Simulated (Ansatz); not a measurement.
# SbSeBr3: the cost of one run

Program: Ansatz 0.2.0. Level of theory: DFT PBE, scalar-relativistic, plane waves, PAW. These are calculated values, not measurements.

2 further runs of the same task are left out: 2 that didn't finish.

**1. Starting point**

The structure is trigonal, space group R3m (No. 160). Conventional cell: a = 7.567 Å, b = 7.567 Å, c = 9.270 Å, α = 90.00°, β = 90.00°, γ = 120.00°. Sb (site symmetry 3m) is surrounded by 12 Br at 3.76 to 3.81 Å. Se (site symmetry 3m) is surrounded by 6 Br at 2.67 to 2.68 Å. Br (site symmetry m) is surrounded by 2 Se at 2.67 to 2.68 Å and 4 Sb at 3.76 to 3.81 Å and 8 Br at 3.78 to 3.79 Å.

Structure file:

```
Sb Se Br
1.0
     3.78358    2.18445    3.09015
    -3.78358    2.18445    3.09015
     0.00000   -4.36890    3.09015
Sb Se Br
1 1 3
Direct
  0.00955 0.00955 0.00955
  0.51191 0.51191 0.51191
  0.51262 0.01222 0.51262
  0.51262 0.51262 0.01222
  0.01222 0.51262 0.51262
```

Recipe of the guess: species swapped into a database cell of MnTlF3 (R3m, No. 160), with Se on the Mn sites, Sb on the Tl sites and Br on the F sites. The dimensions are guesses.

**2. Probe: one point on a coarse mesh**

Input file input.yaml:

```yaml
crystal:
  lattice:
    - [3.78358157, 2.18445184, 3.09014659]
    - [-3.78358157, 2.18445184, 3.09014659]
    - [0.0, -4.36890368, 3.09014659]
  atoms:
    - { symbol: Sb, position: [0.00954608, 0.00954608, 0.00954608] }
    - { symbol: Se, position: [0.51191053, 0.51191053, 0.51191053] }
    - { symbol: Br, position: [0.51262221, 0.01221755, 0.51262221] }
    - { symbol: Br, position: [0.51262221, 0.51262221, 0.01221755] }
    - { symbol: Br, position: [0.01221755, 0.51262221, 0.51262221] }
basis:
  ecutwfc: 420
kpoints:
  mp_grid: { grid: [3, 3, 3] }
hamiltonian:
  xc: pbe
scf:
  occupations: { method: gaussian, width: 0.1 }
  lower_state_search: "off"
output:
  forces: true
  stress: true
  eigenvalues: true
```

Run with:

```console
$ ansatz run input.yaml --threads 1 --pin off --max-ram 2560MiB --backend cpu --events-out ev --progress --plain --runs-dir out
```

Q: Estimate wall time and peak memory on 1 thread of Arm Neoverse V2, shared host.

About 2.8 s, with a peak of 0.34 GiB.
